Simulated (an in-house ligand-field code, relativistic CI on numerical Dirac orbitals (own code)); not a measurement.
# d3 in a ligand field: terms against the cubic field

Which terms of d3 lie lowest for given Racah parameters and ligand field?

Program: an in-house ligand-field code version 1. Level of theory: parametric ligand-field model of a d^n configuration (Racah B and C, spin-orbit zeta, crystal field), exact diagonalisation. These are calculated values, not measurements, unless marked.

### 1 The atom as given

| Property | Result |
| --- | --- |
| shell | d3 |
| set 1 (cm⁻¹) | B = 1100, C = 5100, Oh, 10Dq = 1100 |
| set 2 (cm⁻¹) | B = 1100, C = 5100, Oh, 10Dq = 3300 |
| set 3 (cm⁻¹) | B = 1100, C = 5100, Oh, 10Dq = 5500 |
| set 4 (cm⁻¹) | B = 1100, C = 5100, Oh, 10Dq = 7700 |
| set 5 (cm⁻¹) | B = 1100, C = 5100, Oh, 10Dq = 9900 |
| set 6 (cm⁻¹) | B = 1100, C = 5100, Oh, 10Dq = 12100 |
| set 7 (cm⁻¹) | B = 1100, C = 5100, Oh, 10Dq = 14300 |
| set 8 (cm⁻¹) | B = 1100, C = 5100, Oh, 10Dq = 16500 |

### 2 Set 1

Settings of the run:

```ini
n = 3
racah_B = 1100  # cm-1
racah_C = 5100  # cm-1
zeta = 0  # cm-1
symmetry = Oh
field = {"10Dq": 1100}  # cm-1
```

Main fields of the result record, rounded:

```text
status: converged
terms [E_cm, degeneracy, irrep, S, n_eg]:
  - [0, 4, "A2", 1.5, 2.665e-15]
  - [1100, 12, "T2", 1.5, 1]
  - [1967.7872, 12, "T1", 1.5, 1.777]
  - [17832.213, 12, "T1", 1.5, 1.223]
  - [20693.849, 4, "E", 0.5, 0.677]
  - [20763.386, 6, "T1", 0.5, 0.8358]
  - [20800, 2, "A1", 0.5, 1]
  - [21182.857, 6, "T2", 0.5, 1.311]
  - [25869.223, 6, "T1", 0.5, 0.6651]
  - [26275.625, 6, "T2", 0.5, 0.8923]
  - [26811.145, 4, "E", 0.5, 1.461]
  - [26837.187, 6, "T1", 0.5, 1.514]
  - [26971.038, 6, "T1", 0.5, 1.632]
  - [29322.203, 6, "T2", 0.5, 1.36]
  - [29569.28, 4, "E", 0.5, 1.696]
  - [42800, 2, "A2", 0.5, 1]
  - [42969.276, 6, "T2", 0.5, 1.142]
  - [43159.166, 6, "T1", 0.5, 1.353]
  - [68325.726, 4, "E", 0.5, 1.166]
  - [68450.039, 6, "T2", 0.5, 1.295]
n_levels_all: 20
```

Run time: 0.13 s. Hardware: 1 thread, shared host.

### 3 Set 2

Settings of the run:

```ini
n = 3
racah_B = 1100  # cm-1
racah_C = 5100  # cm-1
zeta = 0  # cm-1
symmetry = Oh
field = {"10Dq": 3300}  # cm-1
```

Main fields:

```text
status: converged
terms [E_cm, degeneracy, irrep, S, n_eg]:
  - [0, 4, "A2", 1.5, 1.998e-15]
  - [3300, 12, "T2", 1.5, 1]
  - [5820.9757, 12, "T1", 1.5, 1.724]
  - [20579.024, 12, "T1", 1.5, 1.276]
  - [21643.25, 4, "E", 0.5, 0.2743]
  - [22121.198, 6, "T1", 0.5, 0.4371]
  - [23000, 2, "A1", 0.5, 1]
  - [23913.246, 6, "T2", 0.5, 1.173]
  - [27555.923, 6, "T1", 0.5, 0.8517]
  - [27978.272, 6, "T2", 0.5, 0.6928]
  - [29636.647, 4, "E", 0.5, 1.135]
  - [30129.636, 6, "T1", 0.5, 1.462]
  - [30747.138, 6, "T1", 0.5, 1.797]
  - [32657.296, 6, "T2", 0.5, 1.633]
  - [34170.097, 4, "E", 0.5, 2.369]
  - [45000, 2, "A2", 0.5, 1]
  - [45433.786, 6, "T2", 0.5, 1.101]
  - [46246.106, 6, "T1", 0.5, 1.452]
  - [70950.006, 4, "E", 0.5, 1.222]
  - [71417.4, 6, "T2", 0.5, 1.4]
n_levels_all: 20
```

Run time: 0.13 s. Hardware: 1 thread, shared host.

### 4 Set 3

Settings of the run:

```ini
n = 3
racah_B = 1100  # cm-1
racah_C = 5100  # cm-1
zeta = 0  # cm-1
symmetry = Oh
field = {"10Dq": 5500}  # cm-1
```

Main fields:

```text
status: converged
terms [E_cm, degeneracy, irrep, S, n_eg]:
  - [0, 4, "A2", 1.5, 2.043e-15]
  - [5500, 12, "T2", 1.5, 1]
  - [9542.9891, 12, "T1", 1.5, 1.658]
  - [22094.824, 4, "E", 0.5, 0.1562]
  - [22840.233, 6, "T1", 0.5, 0.2424]
  - [23457.011, 12, "T1", 1.5, 1.342]
  - [25200, 2, "A1", 0.5, 1]
  - [26336.192, 6, "T2", 0.5, 1.024]
  - [29448.03, 6, "T2", 0.5, 0.6656]
  - [29539.957, 6, "T1", 0.5, 0.9385]
  - [32001.824, 4, "E", 0.5, 1.038]
  - [33263.47, 6, "T1", 0.5, 1.388]
  - [34814.06, 6, "T1", 0.5, 1.889]
  - [36385.102, 6, "T2", 0.5, 1.739]
  - [39592.116, 4, "E", 0.5, 2.514]
  - [47200, 2, "A2", 0.5, 1]
  - [47828.261, 6, "T2", 0.5, 1.079]
  - [49542.279, 6, "T1", 0.5, 1.543]
  - [73711.237, 4, "E", 0.5, 1.291]
  - [74602.415, 6, "T2", 0.5, 1.493]
n_levels_all: 20
```

Wall time 0.13 s (1 thread, shared host).

### 5 Set 4

Settings of the run:

```ini
n = 3
racah_B = 1100  # cm-1
racah_C = 5100  # cm-1
zeta = 0  # cm-1
symmetry = Oh
field = {"10Dq": 7700}  # cm-1
```

Main fields:

```text
status: converged
terms [E_cm, degeneracy, irrep, S, n_eg]:
  - [0, 4, "A2", 1.5, 2.398e-15]
  - [7700, 12, "T2", 1.5, 1]
  - [13108.961, 12, "T1", 1.5, 1.582]
  - [22378.926, 4, "E", 0.5, 0.108]
  - [23263.131, 6, "T1", 0.5, 0.1527]
  - [26491.039, 12, "T1", 1.5, 1.418]
  - [27400, 2, "A1", 0.5, 1]
  - [28369.428, 6, "T2", 0.5, 0.8124]
  - [31001.356, 6, "T2", 0.5, 0.7657]
  - [31647.063, 6, "T1", 0.5, 0.9719]
  - [34254.575, 4, "E", 0.5, 1.014]
  - [36241.45, 6, "T1", 0.5, 1.321]
  - [39022.839, 6, "T1", 0.5, 1.932]
  - [40256.541, 6, "T2", 0.5, 1.771]
  - [45121.784, 4, "E", 0.5, 2.499]
  - [49400, 2, "A2", 0.5, 1]
  - [50197.041, 6, "T2", 0.5, 1.079]
  - [53025.518, 6, "T1", 0.5, 1.622]
  - [76644.715, 4, "E", 0.5, 1.379]
  - [77975.634, 6, "T2", 0.5, 1.572]
n_levels_all: 20
```

Wall time 0.13 s (1 thread, shared host).

### 6 Set 5

Settings of the run:

```ini
n = 3
racah_B = 1100  # cm-1
racah_C = 5100  # cm-1
zeta = 0  # cm-1
symmetry = Oh
field = {"10Dq": 9900}  # cm-1
```

Main fields:

```text
status: converged
terms [E_cm, degeneracy, irrep, S, n_eg]:
  - [0, 4, "A2", 1.5, 2.265e-15]
  - [9900, 12, "T2", 1.5, 1]
  - [16500, 12, "T1", 1.5, 1.5]
  - [22586.414, 4, "E", 0.5, 0.08295]
  - [23543.23, 6, "T1", 0.5, 0.1064]
  - [29600, 2, "A1", 0.5, 1]
  - [29700, 12, "T1", 1.5, 1.5]
  - [29897.38, 6, "T2", 0.5, 0.5864]
  - [32852.428, 6, "T2", 0.5, 0.911]
  - [33802.261, 6, "T1", 0.5, 0.9855]
  - [36475.54, 4, "E", 0.5, 1.006]
  - [39082.378, 6, "T1", 0.5, 1.263]
  - [43301.84, 6, "T1", 0.5, 1.955]
  - [44142.621, 6, "T2", 0.5, 1.754]
  - [50542.919, 4, "E", 0.5, 2.422]
  - [51600, 2, "A2", 0.5, 1]
  - [52599.834, 6, "T2", 0.5, 1.112]
  - [56670.29, 6, "T1", 0.5, 1.689]
  - [79795.126, 4, "E", 0.5, 1.489]
  - [81507.736, 6, "T2", 0.5, 1.637]
n_levels_all: 20
```

It took 0.1 s on 1 thread, shared host.

### 7 Set 6

Settings of the run:

```ini
n = 3
racah_B = 1100  # cm-1
racah_C = 5100  # cm-1
zeta = 0  # cm-1
symmetry = Oh
field = {"10Dq": 12100}  # cm-1
```

Main fields:

```text
status: converged
terms [E_cm, degeneracy, irrep, S, n_eg]:
  - [0, 4, "A2", 1.5, 2.354e-15]
  - [12100, 12, "T2", 1.5, 1]
  - [19708.961, 12, "T1", 1.5, 1.418]
  - [22750.923, 4, "E", 0.5, 0.06771]
  - [23745.245, 6, "T1", 0.5, 0.07939]
  - [31016.788, 6, "T2", 0.5, 0.4454]
  - [31800, 2, "A1", 0.5, 1]
  - [33091.039, 12, "T1", 1.5, 1.582]
  - [34955.337, 6, "T2", 0.5, 0.9888]
  - [35978.148, 6, "T1", 0.5, 0.9918]
  - [38684.921, 4, "E", 0.5, 1.003]
  - [41807.206, 6, "T1", 0.5, 1.215]
  - [47619.252, 6, "T1", 0.5, 1.968]
  - [47933.319, 6, "T2", 0.5, 1.683]
  - [53800, 2, "A2", 0.5, 1]
  - [55122.649, 6, "T2", 0.5, 1.191]
  - [55749.377, 4, "E", 0.5, 2.306]
  - [60450.15, 6, "T1", 0.5, 1.745]
  - [83214.778, 4, "E", 0.5, 1.624]
  - [85171.907, 6, "T2", 0.5, 1.692]
n_levels_all: 20
```

Wall time 0.11 s (1 thread, shared host).

### 8 Set 7

Settings of the run:

```ini
n = 3
racah_B = 1100  # cm-1
racah_C = 5100  # cm-1
zeta = 0  # cm-1
symmetry = Oh
field = {"10Dq": 14300}  # cm-1
```

Main fields:

```text
status: converged
terms [E_cm, degeneracy, irrep, S, n_eg]:
  - [0, 4, "A2", 1.5, 2.62e-15]
  - [14300, 12, "T2", 1.5, 1]
  - [22742.989, 12, "T1", 1.5, 1.342]
  - [22887.905, 4, "E", 0.5, 0.05742]
  - [23899.547, 6, "T1", 0.5, 0.06205]
  - [31901.783, 6, "T2", 0.5, 0.3657]
  - [34000, 2, "A1", 0.5, 1]
  - [36657.011, 12, "T1", 1.5, 1.658]
  - [37166.978, 6, "T2", 0.5, 1.017]
  - [38163.986, 6, "T1", 0.5, 0.995]
  - [40889.329, 4, "E", 0.5, 1.001]
  - [44436.596, 6, "T1", 0.5, 1.176]
  - [51498.746, 6, "T2", 0.5, 1.548]
  - [51959.589, 6, "T1", 0.5, 1.977]
  - [56000, 2, "A2", 0.5, 1]
  - [57887.553, 6, "T2", 0.5, 1.333]
  - [60665.544, 4, "E", 0.5, 2.16]
  - [64340.282, 6, "T1", 0.5, 1.79]
  - [86957.221, 4, "E", 0.5, 1.782]
  - [88944.94, 6, "T2", 0.5, 1.737]
n_levels_all: 20
```

Wall time 0.14 s (1 thread, shared host).

### 9 Set 8

Settings of the run:

```ini
n = 3
racah_B = 1100  # cm-1
racah_C = 5100  # cm-1
zeta = 0  # cm-1
symmetry = Oh
field = {"10Dq": 16500}  # cm-1
```

Main fields:

```text
status: converged
terms [E_cm, degeneracy, irrep, S, n_eg]:
  - [0, 4, "A2", 1.5, 2.265e-15]
  - [16500, 12, "T2", 1.5, 1]
  - [23005.599, 4, "E", 0.5, 0.04994]
  - [24022.183, 6, "T1", 0.5, 0.05012]
  - [25620.976, 12, "T1", 1.5, 1.276]
  - [32645.511, 6, "T2", 0.5, 0.3134]
  - [36200, 2, "A1", 0.5, 1]
  - [39415.56, 6, "T2", 0.5, 1.026]
  - [40355.09, 6, "T1", 0.5, 0.9968]
  - [40379.024, 12, "T1", 1.5, 1.724]
  - [43091.364, 4, "E", 0.5, 1.001]
  - [46989.054, 6, "T1", 0.5, 1.145]
  - [54711.809, 6, "T2", 0.5, 1.37]
  - [56314.588, 6, "T1", 0.5, 1.982]
  - [58200, 2, "A2", 0.5, 1]
  - [61019.68, 6, "T2", 0.5, 1.517]
  - [65237.627, 4, "E", 0.5, 1.995]
  - [68319.085, 6, "T1", 0.5, 1.826]
  - [91065.409, 4, "E", 0.5, 1.954]
  - [92807.44, 6, "T2", 0.5, 1.773]
n_levels_all: 20
```

Wall time 0.14 s (1 thread, shared host).

### 10 Comparison

| set | 10Dq/B (size) | lowest | S | electrons in z² and x²-y² | first level of the same spin (cm⁻¹) |
| --- | --- | --- | --- | --- | --- |
| 1: Oh | 1.0 | 4A2 | 1.50 | 0.00 | 4T2 1100 |
| 2: Oh | 3.0 | 4A2 | 1.50 | 0.00 | 4T2 3300 |
| 3: Oh | 5.0 | 4A2 | 1.50 | 0.00 | 4T2 5500 |
| 4: Oh | 7.0 | 4A2 | 1.50 | 0.00 | 4T2 7700 |
| 5: Oh | 9.0 | 4A2 | 1.50 | 0.00 | 4T2 9900 |
| 6: Oh | 11.0 | 4A2 | 1.50 | 0.00 | 4T2 12100 |
| 7: Oh | 13.0 | 4A2 | 1.50 | 0.00 | 4T2 14300 |
| 8: Oh | 15.0 | 4A2 | 1.50 | 0.00 | 4T2 16500 |

### 11 Summary of results

| quantity | value |
| --- | --- |
| lowest terms | 1: 4A2, 2: 4A2, 3: 4A2, 4: 4A2, 5: 4A2, 6: 4A2, 7: 4A2, 8: 4A2 |
| sets at their largest spin, of those that allow S over 1 | 1, 2, 3, 4, 5, 6, 7, 8 |

In words: The lowest term stays 4A2 over this range. B, C and the field are free parameters here, not those of a compound.
